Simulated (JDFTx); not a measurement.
# AlH3 in JDFTx: notebook

The runs below take AlH3 through solvation, with RPBE.

Everything below comes from runs of JDFTx 1.7.0 (patched build). Logs are shortened: lines on timing, memory, paths and dates and some standing lists are left out, and cuts for length are marked. The log counts tension as positive stress, the text compression.

**1. Starting point**

The cell holds a molecule in a box, 4 atoms: a = 12.000 Å, b = 11.000 Å, c = 12.000 Å, α = 90.00°, β = 90.00°, γ = 90.00°.

**2. Solvation, RPBE**

fluid.in

```
lattice \
   22.6767134955     0.0000000000     0.0000000000 \
    0.0000000000    20.7869873709     0.0000000000 \
    0.0000000000     0.0000000000    22.6767134955
coords-type Cartesian
ion Al    11.9476045259    10.5574273512    11.5066367836 1
ion H     13.1182898601    11.8532126871    13.9419269160 1
ion H      9.3879704901     9.0131431432    11.7148847537 1
ion H     13.3378759602    10.8040366860     8.8632880316 1

ion-species pseudo/Al.upf
ion-species pseudo/H.upf
elec-cutoff 36
elec-ex-corr gga-x-rpbe gga-c-pbe
kpoint-folding 1 1 1
elec-n-bands 3
electronic-minimize nIterations 100 energyDiffThreshold 1e-06
fluid LinearPCM
pcm-variant CANDLE
fluid-solvent H2O
fluid-minimize nIterations 200 knormThreshold 1e-10
initial-state vacuum.$VAR
core-overlap-check none
forces-output-coords Cartesian

dump-name fluid.$VAR
dump End Ecomponents EigStats BandEigs Kpoints Forces
```

Potentials or basis: PseudoDojo-SR-PBE-0.5-standard with smoothed tails.

Launch:

```
> jdftx -c 1 -i fluid.in -o fluid.out
```

Output:

```text
*************** JDFTx 1.7.0 (patched build) ***************

Input parsed successfully to the following command list (including defaults):
[... the input with its defaults ...]

---------- Setting up symmetries ----------

Found 16 point-group symmetries of the bravais lattice
Found 1 space-group symmetries with basis
Applied RMS atom displacement 0 bohrs to make symmetries exact.

---------- Initializing the Grid ----------
R =
[      22.6767            0            0  ]
[            0       20.787            0  ]
[            0            0      22.6767  ]
unit cell volume = 10689.4
G =
[   0.277077          0          0  ]
[          0   0.302265          0  ]
[          0          0   0.277077  ]
Minimum fftbox size, Smin = [  124  116  124  ]
Chosen fftbox size, S = [  126  120  126  ]

---------- Exchange Correlation functional ----------
Initialized LibXC exchange functional 'Hammer, Hansen, and Norskov'
Initialized LibXC correlation functional 'Perdew, Burke & Ernzerhof'

---------- Setting up pseudopotentials ----------
Width of ionic core gaussian charges (only for fluid interactions / plotting) set to 0.296192

Reading pseudopotential file 'pseudo/Al.upf':
  'Al' pseudopotential, 'PBE' functional
  Generated using ONCVPSP code by D. R. Hamann
  3 valence electrons, 2 orbitals, 6 projectors, 1001 radial grid points, with lMax = 2
    3S    l: 0   occupation:  2.0   eigenvalue: -0.284914
    3P    l: 1   occupation:  1.0   eigenvalue: -0.099668
  Core radius for overlap checks: 1.74 bohrs.

Reading pseudopotential file 'pseudo/H.upf':
  'H' pseudopotential, 'PBE' functional
  Generated using ONCVPSP code by D. R. Hamann
  1 valence electrons, 1 orbitals, 3 projectors, 1001 radial grid points, with lMax = 1
    1S    l: 0   occupation:  1.0   eigenvalue: -0.238602
  Core radius for overlap checks: 0.96 bohrs.

Initialized 2 species with 4 total atoms.

Folded 1 k-points by 1x1x1 to 1 k-points.

---------- Setting up k-points, bands, fillings ----------
No reducable k-points.
Computing the number of bands and number of electrons
Calculating initial fillings.
nElectrons:   6.000000   nBands: 3   nStates: 1

----- Setting up reduced wavefunction bases (one per k-point) -----
average nbasis = 110301.000 , ideal nbasis = 110280.703

Initializing DFT-D2 calculator for fluid / solvation:
	Al:  C6:  187.16 Eh-a0^6  R0: 3.097 a0
	 H:  C6:    2.43 Eh-a0^6  R0: 1.892 a0

---------- Setting up ewald sum ----------
Optimum gaussian width for ewald sums = 6.975104 bohr.
Real space sum over 891 unit cells with max indices [  4  5  4  ]
Reciprocal space sum over 2197 terms with max indices [  6  6  6  ]

---------- Allocating electronic variables ----------
Reading eigenvalues from 'vacuum.eigenvals'.
Initializing wave functions:  reading from 'vacuum.wfns'
----- createFluidSolver() ----- (Fluid-side solver setup)
   Initializing fluid molecule 'H2O'
     Initializing site 'O'
       Electron density: proportional to exp(-r/0.36935)*erfc((r-0.51523)/0.36823) with norm 6.826
       Charge density: gaussian nuclear width 0.478731 with net site charge 0.826
       Polarizability: cuspless exponential with width 0.32 and norm 3.73
       Hard sphere radius: 2.57003 bohrs
       Positions in reference frame:
         [ +0.000000 +0.000000 +0.000000 ]
     Initializing site 'H'
       Electron density: proportional to exp(-r/0.34641)*erfc((r-0)/0.390882) with norm 0.587
       Charge density: gaussian nuclear width 0.377945 with net site charge -0.413
       Polarizability: cuspless exponential with width 0.39 and norm 3.3
       Positions in reference frame:
         [ +0.000000 -1.441945 +1.122523 ]
         [ +0.000000 +1.441945 +1.122523 ]
     Net charge: 0   dipole magnitude: 0.927204
     Initializing spherical shell mfKernel with radius 2.61727 Bohr
     deltaS corrections:
       site 'O': -7.54299
       site 'H': -6.83917

Correction to mu due to finite nuclear width = -0.000309404
   Cavity determined by nc: 0.00142 and sigma: 0.707107
   Nonlocal vdW cavity from gaussian model electron density with norm = 8 and sigma = 0.993594 bohr
   Charge asymmetry in cavity with sensitivity pCavity = 36.5 e-bohr/Eh
   Electrostatic cavity expanded by eta = 1.46 bohrs
   Weighted density cavitation model constrained by Nbulk: 0.0049383 bohr^-3, Pvap: 3.14029 kPa, Rvdw: 2.61727 bohr and sigmaBulk: 4.62e-05 Eh/bohr^2 at T: 298 K.
   Weighted density dispersion model using vdW pair potentials with single solvent site with sqrtC6eff: 0.77 SI.

-------- Electronic minimization -----------
	Linear fluid (dielectric constant: 78.4) occupying 0.895930 of unit cell:	Completed after 7 iterations at
ElecMinimize: Iter:   0  Etot: -3.813018799878067  |grad|_K:  7.078e-05  alpha:  1.000e+00
	Linear fluid (dielectric constant: 78.4) occupying 0.896634 of unit cell:	Completed after 4 iterations at
	Linear fluid (dielectric constant: 78.4) occupying 0.897463 of unit cell:	Completed after 4 iterations at
ElecMinimize: Iter:   1  Etot: -3.816641466084333  |grad|_K:  3.186e-05  alpha:  2.211e+00  linmin:  3.690e-02
	Linear fluid (dielectric constant: 78.4) occupying 0.897090 of unit cell:	Completed after 3 iterations at
	Linear fluid (dielectric constant: 78.4) occupying 0.897230 of unit cell:	Completed after 1 iterations at
ElecMinimize: Iter:   2  Etot: -3.817116190851618  |grad|_K:  1.411e-05  alpha:  1.447e+00  linmin:  5.056e-03
	Linear fluid (dielectric constant: 78.4) occupying 0.896947 of unit cell:	Completed after 1 iterations at
	Linear fluid (dielectric constant: 78.4) occupying 0.897032 of unit cell:	Completed after 0 iterations at
ElecMinimize: Iter:   3  Etot: -3.817182314590403  |grad|_K:  7.506e-06  alpha:  1.014e+00  linmin: -1.339e-03
	Linear fluid (dielectric constant: 78.4) occupying 0.896933 of unit cell:	Completed after 0 iterations at
	Linear fluid (dielectric constant: 78.4) occupying 0.896911 of unit cell:	Completed after 0 iterations at
ElecMinimize: Iter:   4  Etot: -3.817205340070703  |grad|_K:  2.401e-06  alpha:  1.233e+00  linmin: -4.306e-06
	Linear fluid (dielectric constant: 78.4) occupying 0.896892 of unit cell:	Completed after 0 iterations at
	Linear fluid (dielectric constant: 78.4) occupying 0.896888 of unit cell:	Completed after 0 iterations at
ElecMinimize: Iter:   5  Etot: -3.817208225058430  |grad|_K:  8.018e-07  alpha:  1.513e+00  linmin: -6.866e-05
	Linear fluid (dielectric constant: 78.4) occupying 0.896877 of unit cell:	Completed after 0 iterations at
	Linear fluid (dielectric constant: 78.4) occupying 0.896877 of unit cell:	Completed after 0 iterations at
ElecMinimize: Iter:   6  Etot: -3.817208535587215  |grad|_K:  3.274e-07  alpha:  1.460e+00  linmin: -3.527e-05
	Linear fluid (dielectric constant: 78.4) occupying 0.896869 of unit cell:	Completed after 0 iterations at
	Linear fluid (dielectric constant: 78.4) occupying 0.896870 of unit cell:	Completed after 0 iterations at
ElecMinimize: Iter:   7  Etot: -3.817208579400964  |grad|_K:  2.068e-07  alpha:  1.235e+00  linmin:  1.969e-06
ElecMinimize: Converged (|Delta Etot|<1.000000e-06 for 2 iters).
Setting wave functions to eigenvectors of Hamiltonian

# Ionic positions in cartesian coordinates:
ion Al  11.947604525899999  10.557427351199998  11.506636783600001 1
ion H  13.118289860100003  11.853212687099999  13.941926916000002 1
ion H   9.387970490100001   9.013143143199999  11.714884753700000 1
ion H  13.337875960200000  10.804036685999998   8.863288031600000 1

# Forces in Cartesian coordinates:
force Al   0.000016729436998   0.000042616442146  -0.000024003902256 1
force H   0.000748209651052   0.000844283002033   0.001565892767184 1
force H  -0.001665967652087  -0.001004261689249   0.000136361489797 1
force H   0.000886311572300   0.000160519043542  -0.001688678610032 1

# Energy components:
   A_diel =       -0.0188192517738986
   Eewald =        1.2980234583062742
       EH =        3.8022333451056269
     Eloc =       -9.5951609257284360
      Enl =        0.1043031976540962
      Exc =       -2.0933171743866872
 Exc_core =        0.2325334591764499
       KE =        2.4529953122456112
-------------------------------------
     Etot =       -3.8172085794009636

IonicMinimize: Iter:   0  Etot: -3.817208579400964  |grad|_K:  9.658e-04
IonicMinimize: None of the convergence criteria satisfied after 0 iterations.

#--- Lowdin population analysis ---
# oxidation-state Al +0.921
# oxidation-state H -0.259 -0.259 -0.259

Dumping 'fluid.eigStats' ...
	eMin: -0.344749 at state 0 ( [ +0.000000 +0.000000 +0.000000 ] spin 0 )
	HOMO: -0.244367 at state 0 ( [ +0.000000 +0.000000 +0.000000 ] spin 0 )
	mu  : unavailable
	LUMO: unavailable
	eMax: -0.244367 at state 0 ( [ +0.000000 +0.000000 +0.000000 ] spin 0 )
	HOMO-LUMO gap: unavailable
	Optical gap  : unavailable
Done!
[note: without ions in the liquid mu and the levels have no absolute zero]
```

Run time: 74 s. Hardware: 1 thread of Arm Neoverse V1, shared host; peak memory 0.68 GiB.

What came out:

| Item | Value |
| --- | --- |
| Free energy | -103.8715 eV |
| Largest force | 0.100 eV/Å |
| Loewdin charges | Al +0.92; H -0.26 e |
| Solvation energy | -0.359 eV |

Forces in eV/Å, atoms in the order of the input:
```
Al   0.001  0.002 -0.001
H    0.038  0.043  0.081
H   -0.086 -0.052  0.007
H    0.046  0.008 -0.087
```

Caveat: forces may be off by hundredths of an eV/Å; forces in the liquid are good to some per cent; the liquid is a continuum model, checked here against plausible ranges alone; the potentials were made for another functional, which shifts forces and pressure.

**3. Solvation, RPBE**

fluid.in: that of step 2 with these lines changed.

```diff
@@ -17,6 +17,6 @@
 electronic-minimize nIterations 100 energyDiffThreshold 1e-06
-fluid LinearPCM
-pcm-variant CANDLE
+fluid NonlinearPCM
+pcm-variant GLSSA13
 fluid-solvent H2O
-fluid-minimize nIterations 200 knormThreshold 1e-10
+fluid-minimize nIterations 100 energyDiffThreshold 1e-7
 initial-state vacuum.$VAR
@@ -26,2 +26,2 @@
 dump-name fluid.$VAR
-dump End Ecomponents EigStats BandEigs Kpoints Forces
+dump End Ecomponents EigStats BandEigs Kpoints Forces ElecDensity Dtot KEdensity
```

Potentials or basis: PseudoDojo-SR-PBE-0.5-standard with smoothed tails.

Launch:

```
> jdftx -c 1 -i fluid.in -o fluid.out
```

Output:

```text
*************** JDFTx 1.7.0 (patched build) ***************

Input parsed successfully to the following command list (including defaults):
[... the input with its defaults ...]

---------- Setting up symmetries ----------

Found 16 point-group symmetries of the bravais lattice
Found 1 space-group symmetries with basis
Applied RMS atom displacement 0 bohrs to make symmetries exact.

---------- Initializing the Grid ----------
R =
[      22.6767            0            0  ]
[            0       20.787            0  ]
[            0            0      22.6767  ]
unit cell volume = 10689.4
G =
[   0.277077          0          0  ]
[          0   0.302265          0  ]
[          0          0   0.277077  ]
Minimum fftbox size, Smin = [  124  116  124  ]
Chosen fftbox size, S = [  126  120  126  ]

---------- Exchange Correlation functional ----------
Initialized LibXC exchange functional 'Hammer, Hansen, and Norskov'
Initialized LibXC correlation functional 'Perdew, Burke & Ernzerhof'

---------- Setting up pseudopotentials ----------
Width of ionic core gaussian charges (only for fluid interactions / plotting) set to 0.296192

Reading pseudopotential file 'pseudo/Al.upf':
  'Al' pseudopotential, 'PBE' functional
  Generated using ONCVPSP code by D. R. Hamann
  3 valence electrons, 2 orbitals, 6 projectors, 1001 radial grid points, with lMax = 2
    3S    l: 0   occupation:  2.0   eigenvalue: -0.284914
    3P    l: 1   occupation:  1.0   eigenvalue: -0.099668
  Core radius for overlap checks: 1.74 bohrs.

Reading pseudopotential file 'pseudo/H.upf':
  'H' pseudopotential, 'PBE' functional
  Generated using ONCVPSP code by D. R. Hamann
  1 valence electrons, 1 orbitals, 3 projectors, 1001 radial grid points, with lMax = 1
    1S    l: 0   occupation:  1.0   eigenvalue: -0.238602
  Core radius for overlap checks: 0.96 bohrs.

Initialized 2 species with 4 total atoms.

Folded 1 k-points by 1x1x1 to 1 k-points.

---------- Setting up k-points, bands, fillings ----------
No reducable k-points.
Computing the number of bands and number of electrons
Calculating initial fillings.
nElectrons:   6.000000   nBands: 3   nStates: 1

----- Setting up reduced wavefunction bases (one per k-point) -----
average nbasis = 110301.000 , ideal nbasis = 110280.703

---------- Setting up ewald sum ----------
Optimum gaussian width for ewald sums = 6.975104 bohr.
Real space sum over 891 unit cells with max indices [  4  5  4  ]
Reciprocal space sum over 2197 terms with max indices [  6  6  6  ]

---------- Allocating electronic variables ----------
Reading eigenvalues from 'vacuum.eigenvals'.
Initializing wave functions:  reading from 'vacuum.wfns'
----- createFluidSolver() ----- (Fluid-side solver setup)
   Initializing fluid molecule 'H2O'
     Initializing site 'O'
       Electron density: proportional to exp(-r/0.36935)*erfc((r-0.51523)/0.36823) with norm 6.826
       Charge density: gaussian nuclear width 0.478731 with net site charge 0.826
       Polarizability: cuspless exponential with width 0.32 and norm 3.73
       Hard sphere radius: 2.57003 bohrs
       Positions in reference frame:
         [ +0.000000 +0.000000 +0.000000 ]
     Initializing site 'H'
       Electron density: proportional to exp(-r/0.34641)*erfc((r-0)/0.390882) with norm 0.587
       Charge density: gaussian nuclear width 0.377945 with net site charge -0.413
       Polarizability: cuspless exponential with width 0.39 and norm 3.3
       Positions in reference frame:
         [ +0.000000 -1.441945 +1.122523 ]
         [ +0.000000 +1.441945 +1.122523 ]
     Net charge: 0   dipole magnitude: 0.927204
     Initializing spherical shell mfKernel with radius 2.61727 Bohr
     deltaS corrections:
       site 'O': -7.54299
       site 'H': -6.83917

Correction to mu due to finite nuclear width = -0.000309404
   Cavity determined by nc: 0.001 and sigma: 0.6
   Effective cavity tension: 9.5e-06 Eh/bohr^2 to account for cavitation and dispersion.
   Nonlinear dielectric with epsBulk = 78.4 and epsInf = 1.77 with density Nmol = 0.0049383 of dipoles pMol = 0.92466 at T = 298 K.

-------- Electronic minimization -----------
	Nonlinear fluid (bulk dielectric constant: 78.4) occupying 0.959519 of unit cell
	Nonlinear solve completed after 35 iterations at
ElecMinimize: Iter:   0  Etot: -3.814837769646813  |grad|_K:  7.609e-05  alpha:  1.000e+00
	Nonlinear fluid (bulk dielectric constant: 78.4) occupying 0.959733 of unit cell
	Nonlinear solve completed after 17 iterations at
	Nonlinear fluid (bulk dielectric constant: 78.4) occupying 0.959984 of unit cell
	Nonlinear solve completed after 18 iterations at
ElecMinimize: Iter:   1  Etot: -3.818886081617168  |grad|_K:  4.588e-05  alpha:  2.208e+00  linmin:  7.489e-02
	Nonlinear fluid (bulk dielectric constant: 78.4) occupying 0.959751 of unit cell
	Nonlinear solve completed after 17 iterations at
	Nonlinear fluid (bulk dielectric constant: 78.4) occupying 0.959804 of unit cell
	Nonlinear solve completed after 12 iterations at
ElecMinimize: Iter:   2  Etot: -3.819962758253226  |grad|_K:  1.772e-05  alpha:  1.691e+00  linmin: -3.862e-03
	Nonlinear fluid (bulk dielectric constant: 78.4) occupying 0.959792 of unit cell
	Nonlinear solve completed after 10 iterations at
	Nonlinear fluid (bulk dielectric constant: 78.4) occupying 0.959793 of unit cell
	Nonlinear solve completed after 2 iterations at
ElecMinimize: Iter:   3  Etot: -3.820118456885520  |grad|_K:  1.040e-05  alpha:  1.495e+00  linmin:  1.832e-03
	Nonlinear fluid (bulk dielectric constant: 78.4) occupying 0.959829 of unit cell
	Nonlinear solve completed after 10 iterations at
	Nonlinear fluid (bulk dielectric constant: 78.4) occupying 0.959815 of unit cell
	Nonlinear solve completed after 2 iterations at
ElecMinimize: Iter:   4  Etot: -3.820151088678628  |grad|_K:  4.245e-06  alpha:  9.009e-01  linmin:  4.560e-02
	Nonlinear fluid (bulk dielectric constant: 78.4) occupying 0.959810 of unit cell
	Nonlinear solve completed after 2 iterations at
	Nonlinear fluid (bulk dielectric constant: 78.4) occupying 0.959807 of unit cell
	Nonlinear solve completed after 8 iterations at
ElecMinimize: Iter:   5  Etot: -3.820158403875856  |grad|_K:  1.468e-06  alpha:  1.596e+00  linmin:  1.560e-01
	Nonlinear fluid (bulk dielectric constant: 78.4) occupying 0.959808 of unit cell
	Nonlinear solve completed after 2 iterations at
	Nonlinear fluid (bulk dielectric constant: 78.4) occupying 0.959808 of unit cell
	Nonlinear solve completed after 2 iterations at
ElecMinimize: Iter:   6  Etot: -3.820159427252162  |grad|_K:  7.232e-07  alpha:  1.594e+00  linmin: -4.170e-03
	Nonlinear fluid (bulk dielectric constant: 78.4) occupying 0.959812 of unit cell
	Nonlinear solve completed after 2 iterations at
	Nonlinear fluid (bulk dielectric constant: 78.4) occupying 0.959811 of unit cell
	Nonlinear solve completed after 4 iterations at
ElecMinimize: Iter:   7  Etot: -3.820159597555119  |grad|_K:  4.355e-07  alpha:  1.210e+00  linmin:  9.685e-03
	Nonlinear fluid (bulk dielectric constant: 78.4) occupying 0.959814 of unit cell
	Nonlinear solve completed after 2 iterations at
	Nonlinear fluid (bulk dielectric constant: 78.4) occupying 0.959814 of unit cell
	Nonlinear solve completed after 4 iterations at
ElecMinimize: Iter:   8  Etot: -3.820159635556399  |grad|_K:  1.627e-07  alpha:  1.148e+00  linmin: -3.683e-03
ElecMinimize: Converged (|Delta Etot|<1.000000e-06 for 2 iters).
Setting wave functions to eigenvectors of Hamiltonian

# Ionic positions in cartesian coordinates:
ion Al  11.947604525899999  10.557427351199998  11.506636783600001 1
ion H  13.118289860100003  11.853212687099999  13.941926916000002 1
ion H   9.387970490100001   9.013143143199999  11.714884753700000 1
ion H  13.337875960200000  10.804036685999998   8.863288031600000 1

# Forces in Cartesian coordinates:
force Al   0.000008852932861   0.000016210286983  -0.000016131649607 1
force H   0.000948377953692   0.001056459194772   0.001976821088128 1
force H  -0.002086241395192  -0.001257992504116   0.000170319083711 1
force H   0.001121066540278   0.000201400852314  -0.002133208319725 1

# Energy components:
   A_diel =       -0.0252522767736331
   Eewald =        1.2980234583062742
       EH =        3.7836344262049888
     Eloc =       -9.5654200930021815
      Enl =        0.1015115215795671
      Exc =       -2.0896149785281608
 Exc_core =        0.2325334591764499
       KE =        2.4444248474802963
-------------------------------------
     Etot =       -3.8201596355563989

IonicMinimize: Iter:   0  Etot: -3.820159635556399  |grad|_K:  1.216e-03
IonicMinimize: None of the convergence criteria satisfied after 0 iterations.

#--- Lowdin population analysis ---
# oxidation-state Al +0.932
# oxidation-state H -0.265 -0.265 -0.265

Dumping 'fluid.eigStats' ...
	eMin: -0.345895 at state 0 ( [ +0.000000 +0.000000 +0.000000 ] spin 0 )
	HOMO: -0.248126 at state 0 ( [ +0.000000 +0.000000 +0.000000 ] spin 0 )
	mu  : unavailable
	LUMO: unavailable
	eMax: -0.248126 at state 0 ( [ +0.000000 +0.000000 +0.000000 ] spin 0 )
	HOMO-LUMO gap: unavailable
	Optical gap  : unavailable
Done!
[note: without ions in the liquid mu and the levels have no absolute zero]
```

It took 1.8 min on 1 thread of Arm Neoverse V1, shared host; peak memory 0.55 GiB.

What came out:

```
Free energy      : -103.9518 eV
Largest force    : 0.126 eV/Å
Loewdin charges  : Al +0.93; H -0.27 e
Solvation energy : -0.439 eV
```

Forces in eV/Å, atoms in the order of the input:
```
Al   0.000  0.001 -0.001
H    0.049  0.054  0.102
H   -0.107 -0.065  0.009
H    0.058  0.010 -0.110
```

Caveat: forces may be off by hundredths of an eV/Å; forces in the liquid are good to some per cent; the liquid is a continuum model, checked here against plausible ranges alone; the potentials were made for another functional, which shifts forces and pressure.
